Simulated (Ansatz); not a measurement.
**CH₇NO₂Zr: small, medium and large basis sets**

One table from this session's results is given with a row withheld; the runs are named, their logs left out.

Computed with Ansatz 0.2.0, Gaussian basis. Level: one geometry, several basis sets.

Levels to be run: PBE0-D4/def2-SVP; ωB97M-V/def2-SVP; PBE0-D4/def2-QZVPP; ωB97M-V/def2-QZVPP; the functionals' def2-TZVPP values are taken from earlier runs.

### The relaxed structure

The geometry comes from an earlier relaxation with PBE0-D4 in a triple-zeta def2 set; it is a stationary point, not always the lowest conformer. Zr takes the def2 core potential; no spin-orbit term is included.

SMILES `[CH3][Zr]([NH2])([OH])[OH]`, 12 atoms, charge 0, spin multiplicity 1.

Atoms are counted from 1 here; the program's logs count them from 0.

Bond lengths: C1–Zr2 2.240 Å, C1–H6 1.096 Å, C1–H7 1.097 Å, C1–H8 1.096 Å, Zr2–N3 2.037 Å, Zr2–O4 1.927 Å, Zr2–O5 1.926 Å, N3–H9 1.011 Å, N3–H10 1.011 Å, O4–H11 0.952 Å, O5–H12 0.952 Å. Angles: Zr2–C1–H6 111.5°, Zr2–C1–H7 111.0°, Zr2–C1–H8 111.4°, H6–C1–H7 107.6°, H6–C1–H8 107.5°, H7–C1–H8 107.6°, C1–Zr2–N3 105.6°, C1–Zr2–O4 105.2°, C1–Zr2–O5 105.1°, N3–Zr2–O4 109.9°, N3–Zr2–O5 109.9°, O4–Zr2–O5 120.1°, Zr2–N3–H9 125.7°, Zr2–N3–H10 125.7°, H9–N3–H10 108.5°, Zr2–O4–H11 165.6°, Zr2–O5–H12 165.9°.

Set-up of the first run:

The input, in.yaml:

```yaml
crystal:
  periodic: [false, false, false]
  atoms:
    - {symbol: C, position_ang: [-1.367395, -0.041202, 1.164145]}
    - {symbol: Zr, position_ang: [0.234032, -0.212457, -0.392444]}
    - {symbol: N, position_ang: [1.473128, 1.372819, -0.077669]}
    - {symbol: O, position_ang: [1.156034, -1.855176, 0.011314]}
    - {symbol: O, position_ang: [-0.679105, -0.006925, -2.076201]}
    - {symbol: H, position_ang: [-1.921555, 0.898997, 1.067978]}
    - {symbol: H, position_ang: [-2.090106, -0.861796, 1.077359]}
    - {symbol: H, position_ang: [-0.947897, -0.075130, 2.175621]}
    - {symbol: H, position_ang: [1.395715, 2.278356, -0.520176]}
    - {symbol: H, position_ang: [2.300346, 1.368560, 0.503285]}
    - {symbol: H, position_ang: [1.516446, -2.736312, 0.002400]}
    - {symbol: H, position_ang: [-1.069632, -0.129734, -2.935613]}
basis:
  gaussian: {orbitals: def2-SVP}
hamiltonian: {xc: pbe0, dispersion: d4}
output: {orbitals: {seedname: orbitals}}
```

On the command line:

```sh
> ansatz run in.yaml --threads 2 --pin off --events-out ev --progress --plain --max-ram 22528MiB --backend cpu
```

Steps of the session up to this table: PBE0-D4 in def2-SVP; ωB97M-V in def2-SVP; PBE0-D4 in def2-QZVPP; ωB97M-V in def2-QZVPP.

One table of the session follows, with a row left open; its other results are not shown here.

It belongs to the step «Functionals by basis». 

| functional | basis | HOMO (eV) | LUMO (eV) |
| --- | --- | --- | --- |
| PBE0-D4 | def2-SVP | ? | ? |
| PBE0-D4 | def2-TZVPP | -6.87 | -0.10 |
| PBE0-D4 | def2-QZVPP | -6.91 | -0.24 |
| ωB97M-V | def2-SVP | -9.02 | 1.07 |
| ωB97M-V | def2-TZVPP | -9.19 | 0.75 |
| ωB97M-V | def2-QZVPP | -9.23 | 0.50 |

Estimate the missing values for PBE0-D4, def2-SVP.

As computed: HOMO (eV): -6.71; LUMO (eV): 0.13. In the column «HOMO (eV)» it is the highest.
